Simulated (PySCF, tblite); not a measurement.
# C₄H₄NSe radical: geometry, infrared bands and EPR parameters

Wanted: the infrared bands and EPR parameters of C₄H₄NSe radical (`[CH2]C(=[Se])CC#N`), by calculation.

Computed with tblite 0.8.0 and PySCF 2.14.0, with density-fitted response routines of our own, on a single molecule in the gas phase. Atoms are numbered from 0 throughout.

## 1. The molecule as given

10 atoms, charge 0, multiplicity 2; geometry from: force field or distance geometry start.

Bonds of the start (Å): C0–C1 1.47, C1–Se2 1.86, C1–C3 1.49, C3–C4 1.46, C4–N5 1.16, C0–H6 1.10, C0–H7 1.12, C3–H8 1.12, C3–H9 1.12.

## 2. Relaxing the molecule with GFN2-xTB

The job: settings as JSON, then the geometry in Å.

```
{"job": {"kind": "relax", "xc": "GFN2-xTB", "basis": "xTB"}, "charge": 0, "multiplicity": 2}
C     -1.650400     0.090800    -0.252800
C     -0.475500    -0.574100     0.333000
Se    -0.480000    -1.656000     1.841800
C      0.898600    -0.451700    -0.221900
C      1.232300     0.971800    -0.166100
N      1.487000     2.101800    -0.129100
H     -1.367300     0.707400    -1.114100
H     -2.101300     0.706100     0.566600
H      0.880000    -0.813700    -1.280600
H      1.585600    -1.077700     0.400600
```

Started as:

```bash
OMP_NUM_THREADS=1 python probes_run.py task.json out
```

This one command runs all jobs of the session in turn.

Standard output:

```text
step      E/eV     max force
  0    -450.42644    4.862
  1    -450.76252    5.911
  2    -450.57508    9.046
  3    -451.14960    2.313
  4    -451.27877    1.139
  5    -451.40370    1.555
  6    -451.46344    0.880
  7    -451.50721    0.629
  8    -451.55120    0.620
  9    -451.57737    0.540
 10    -451.60593    0.485
 11    -451.63323    0.440
 12    -451.65518    0.385
 13    -451.67039    0.407
 14    -451.68322    0.283
 15    -451.69463    0.282
 16    -451.70158    0.203
 17    -451.70507    0.173
 18    -451.70756    0.137
 19    -451.71039    0.138
 20    -451.71264    0.124
 21    -451.71446    0.139
 22    -451.71648    0.165
 23    -451.71892    0.190
 24    -451.72141    0.175
 25    -451.72318    0.113
 26    -451.72431    0.091
 27    -451.72521    0.075
 28    -451.72592    0.060
 29    -451.72651    0.074
 30    -451.72715    0.093
 31    -451.72789    0.088
 32    -451.72865    0.068
 33    -451.72918    0.048
 34    -451.72941    0.045
 35    -451.72953    0.038
 36    -451.72962    0.030
 37    -451.72967    0.025
 38    -451.72970    0.014
 39    -451.72973    0.018
 40    -451.72976    0.021
 41    -451.72979    0.018
 42    -451.72982    0.014
 43    -451.72984    0.013
 44    -451.72985    0.011
 45    -451.72986    0.009
```

It took 0.13 s on 1 thread of AMD EPYC 9R45, shared host.

Step by step: (not every step is listed) (the energy doesn't fall at every step)

| step | energy from step 0 (eV) | largest force (eV/Å) |
| --- | --- | --- |
| 0 | 0.0000 | 4.8623 |
| 1 | -0.3361 | 5.9113 |
| 2 | -0.1486 | 9.0461 |
| 3 | -0.7232 | 2.3134 |
| 4 | -0.8523 | 1.1393 |
| 5 | -0.9773 | 1.5550 |
| 6 | -1.0370 | 0.8802 |
| 7 | -1.0808 | 0.6294 |
| 8 | -1.1248 | 0.6198 |
| 11 | -1.2068 | 0.4398 |
| 14 | -1.2568 | 0.2832 |
| 17 | -1.2786 | 0.1733 |
| 20 | -1.2862 | 0.1239 |
| 23 | -1.2925 | 0.1900 |
| 26 | -1.2979 | 0.0914 |
| 29 | -1.3001 | 0.0743 |
| 32 | -1.3022 | 0.0682 |
| 35 | -1.3031 | 0.0377 |
| 38 | -1.3033 | 0.0145 |
| 40 | -1.3033 | 0.0214 |
| 41 | -1.3033 | 0.0181 |
| 42 | -1.3034 | 0.0141 |
| 43 | -1.3034 | 0.0135 |
| 44 | -1.3034 | 0.0106 |
| 45 | -1.3034 | 0.0094 |

Close pairs (by a distance rule), those that changed most:

| bond | before (Å) | after (Å) | change (Å) |
| --- | --- | --- | --- |
| C0–C1 | 1.472 | 1.333 | -0.138 |
| C0–H7 | 1.120 | 1.076 | -0.043 |
| C1–Se2 | 1.857 | 1.894 | +0.037 |
| C3–H9 | 1.119 | 1.094 | -0.025 |
| C1–C3 | 1.487 | 1.512 | +0.025 |
| C3–H8 | 1.119 | 1.095 | -0.024 |
| C3–C4 | 1.463 | 1.443 | -0.021 |
| C0–H6 | 1.096 | 1.078 | -0.018 |

The next job starts from the end point, and lists it.

## 3. Vibrational analysis with GFN2-xTB

The job: settings as JSON, then the geometry in Å.

```
{"job": {"kind": "ir", "xc": "GFN2-xTB", "basis": "xTB"}, "charge": 0, "multiplicity": 2}
C     -1.496604     0.230312    -0.080593
C     -0.468205    -0.472010     0.395436
Se    -0.660659    -1.589912     1.911599
C      0.903051    -0.411331    -0.237812
C      1.378238     0.950697    -0.248077
N      1.735582     2.035776    -0.245295
H     -1.387805     0.874198    -0.938477
H     -2.469282     0.186400     0.377627
H      0.856988    -0.770916    -1.271171
H      1.617579    -1.028561     0.314235
```

Standard output:

```text
mode    cm-1     km/mol
  1     -20.2      6.96
  2     132.5      5.51
  3     250.9      1.93
  4     318.2      2.65
  5     366.5      2.96
  6     391.4      2.58
  7     462.6      2.92
  8     590.3      1.07
  9     654.8      1.36
 10     874.7     27.42
 11     897.9      4.86
 12     925.1      3.94
 13     995.1      4.20
 14    1075.6     18.36
 15    1135.4      7.35
 16    1256.7     39.75
 17    1379.5      4.87
 18    1404.7     11.99
 19    1583.0     15.67
 20    2411.5    211.34
 21    2940.6      3.27
 22    2963.7      2.59
 23    3092.5      1.97
 24    3134.0     11.63
```

Run time: 0.13 s. Hardware: 1 thread of AMD EPYC 9R45, shared host.

Which atoms move in the most intense modes:

| cm⁻¹ | km/mol | atoms |
| --- | --- | --- |
| 875 | 27.4 | H7 39 %, H6 35 %, C0 24 % |
| 1076 | 18.4 | H9 34 %, C1 21 %, H6 13 % |
| 1135 | 7.3 | H8 54 %, C1 19 %, H9 10 % |
| 1257 | 39.8 | H9 41 %, C3 36 %, H8 17 % |
| 1405 | 12.0 | H9 46 %, H8 45 % |
| 1583 | 15.7 | C1 46 %, C0 44 % |
| 2412 | 211.3 | C4 60 %, N5 39 % |
| 3134 | 11.6 | H7 75 %, H6 16 % |

## 4. EPR parameters: B3LYP/def2-TZVP-core+pcH-1

Same as in step 3 but for these lines:

```diff
@@ -1,2 +1,2 @@
-{"job": {"kind": "ir", "xc": "GFN2-xTB", "basis": "xTB"}, "charge": 0, "multiplicity": 2}
+{"job": {"kind": "epr", "basis": "pcH-1"}, "charge": 0, "multiplicity": 2}
 C     -1.496604     0.230312    -0.080593
```

With the program's defaults for keys left out, this is: UKS B3LYP, def2-TZVP-core on Se, pcH-1 on C H N, non-relativistic, mean-field spin-orbit, GIAO.

Standard output:

```text
UKS, coarse grid
  cycle   1  E = -2611.05325101  |g| = 1.47e+00
  cycle   2  E = -2610.87509491  |g| = 8.90e-01
  cycle   3  E = -2610.76049521  |g| = 9.51e-01
  cycle   4  E = -2611.13150869  |g| = 1.43e-01
  cycle   5  E = -2611.13498297  |g| = 4.73e-02
  cycle   6  E = -2611.13572749  |g| = 2.01e-02
  cycle   7  E = -2611.13598174  |g| = 3.26e-03
  cycle   8  E = -2611.13598772  |g| = 1.30e-03
  cycle   9  E = -2611.13599306  |g| = 1.03e-03
  cycle  10  E = -2611.13599271  |g| = 6.66e-04
UKS, final grid
  cycle   1  E = -2611.13600695  |g| = 8.36e-04
  cycle   2  E = -2611.13600605  |g| = 1.78e-03
  cycle   3  E = -2611.13600744  |g| = 2.30e-04
  cycle   4  E = -2611.13600750  |g| = 1.32e-04
  cycle   5  E = -2611.13600764  |g| = 8.50e-05
  cycle   6  E = -2611.13600772  |g| = 6.42e-05
  cycle   7  E = -2611.13600778  |g| = 5.00e-05
  cycle   8  E = -2611.13600782  |g| = 4.78e-05
  cycle   9  E = -2611.13600786  |g| = 1.65e-05
  cycle  10  E = -2611.13600786  |g| = 2.41e-06
E = -2611.13600786 Eh   <S^2> = 0.7658 (exact 0.7500)
g shifts (ppm)      1          2          3
  rmc          -218       -218       -218
  gc            -32         54         50
  oz_so        1579      51296    1226243
  total        1330      51139    1226087
hyperfine (MHz)  atom isotope    a_iso     a_fc   dipolar eigenvalues
    0   13C      27.19      27.19    -28.16    -26.74     54.89
    1   13C     -31.70     -31.70    -15.05      5.91      9.14
    2  77Se     -32.55     -32.55   -354.71   -342.33    697.04
    3   13C       1.00       1.00     -0.49     -0.03      0.52
    4   13C      -7.19      -7.19     -0.50     -0.07      0.57
    5   14N       0.07       0.07     -0.29     -0.04      0.34
    6    1H     -23.59     -23.59    -13.63     -1.12     14.75
    7    1H     -22.36     -22.36     -9.73     -2.15     11.88
    8    1H     -11.05     -11.05     -1.60     -0.39      2.00
    9    1H      -1.56      -1.56     -2.02     -1.65      3.67
```

Wall time 51 s (1 thread of AMD EPYC 9R45, shared host); peak memory 0.99 GiB.

Principal g values 2.00365, 2.05346, 3.22841; g(iso) = 2.42850, against 2.00232 for a free electron. They are not to be trusted: the run shows a large g shift, which the driver flags as unsure.

Mean a(iso) over the nuclei that a row names, and the largest dipolar term of the row (other rows stand at the frozen geometry):

| nuclei | isotope | a(iso) (MHz) | a(iso) (G, at g = 2.0023) | largest dipolar term (MHz) |
| --- | --- | --- | --- | --- |
| Se2 | 77Se | -32.6 | -11.6 | 697.0 |
| C1 | 13C | -31.7 | -11.3 | -15.0 |
| C0 | 13C | 27.2 | 9.7 | 54.9 |
| H6, H7 | 1H | -23.0 | -8.2 | 14.8 |
| C4 | 13C | -7.2 | -2.6 | 0.6 |
| H8, H9 | 1H | -6.3 | -2.2 | 3.7 |
| C3 | 13C | 1.0 | 0.4 | 0.5 |
| N5 | 14N | 0.1 | 0.0 | 0.3 |

Mulliken spin populations:

| atom | value (e) |
| --- | --- |
| C0 | 0.36 |
| C1 | -0.16 |
| Se2 | 0.83 |
| C3 | 0.01 |
| C4 | 0.00 |
| N5 | 0.00 |
| H6 | -0.02 |
| H7 | -0.02 |
| H8 | 0.00 |
| H9 | 0.00 |

The fields below are evaluated on a grid from the run's orbitals.

ELF in a plane through or near 5 of the atoms.

Ten even steps from '0' (0.00) to '9' (1.00):
```
0000000000000000000000000000
0000000000000000000000000000
0000000000000000000000000000
0000000000000000000000000000
0000001111000005641000000000
0000023443210059985000000000
0000134555420069996345410000
0000134677641038976899951000
0000134674563015494999971000
0000124666885447855899820000
0000012347833972475221100000
0000000015532972153000000000
0000000269997336865555410000
0000000599996014544777641000
0000000499972036645788741000
0000000012100378887776410000
0000000000000578887653200000
0000000000000467765320000000
0000000000000012211000000000
0000000000000000000000000000
```
The map spans 10.0 Å across and 9.2 Å up, centred on the molecule. Atoms in the plane (x, y in Å): C0 (1.4, 0.7), C1 (0.6, -0.4), C3 (-0.8, -0.5), H7 (2.4, 0.7), H9 (-1.2, -1.5).

log10 of the density (e/Å³) in the same plane.

Ten even steps from '0' (-4.0) to '9' (2.5):
```
0000000000000000000000000000
0000000000000000000000000000
0000000000000000000000000000
0000011111111111211100000000
0000122332222223332211000000
0001233444333334444332210000
0012334444443345555443321000
0012344555544445666554432000
0012344556655455697665432100
0002234556665556666554432100
0001233456666667665544321000
0001123445676667655443321100
0000012345665555555544322100
0000012345655445555554322100
0000011334444445555554322100
0000000122333345555543322100
0000000011222334444443221000
0000000000112233333332211000
0000000000001122222211100000
0000000000000111111111100000
```
The map spans 10.0 Å across and 9.2 Å up, centred on the molecule. Atoms in the plane (x, y in Å): C0 (1.4, 0.7), C1 (0.6, -0.4), C3 (-0.8, -0.5), H7 (2.4, 0.7), H9 (-1.2, -1.5).

On the surface of density 0.002 e/bohr³ the electrostatic potential runs, from the 1st to the 99th percentile, from -1.72 V near N5 to 1.52 V near H8.

The spin density lies nearest to Se2 65 %; C0 19 %; C1 8 % (beta excess).

## 5. Results

| quantity | value |
| --- | --- |
| strongest single infrared mode (GFN2-xTB) | 2412 cm⁻¹, 211 km/mol |
| zero-point energy (GFN2-xTB) | 41.8 kcal/mol |
| g(iso) (B3LYP) | 2.42850 |
| ⟨S²⟩ | 0.766 (exact 0.75) |
| largest a(iso) (averaged by class) | 77Se on Se2, -32.6 MHz |
| surface potential, 1st and 99th percentile | -1.72 V and 1.52 V |
| property runs in this session | 1, of which 0 failed and 1 gave unsound results |

In words: Over 45 steps the energy fell by 1.303 eV; of the close pairs, C0–C1 changed most, 1.472 to 1.333 Å. The lowest mode is imaginary (20i cm⁻¹), so the xTB geometry is not a minimum. The strongest single mode, at 2412 cm⁻¹, moves mainly C4 and N5. Unscaled tight-binding wavenumbers are off by several per cent, some by more. Its intensities can rank the bands wrongly. Se2 carries the largest spin population, 0.83 e. The isotropic g lies 426.2 ppt above the free-electron value. These values are not to be trusted: the run shows a large g shift, which the driver flags as unsure. The hyperfine terms hold no scalar relativity, which the heavier nuclei need.
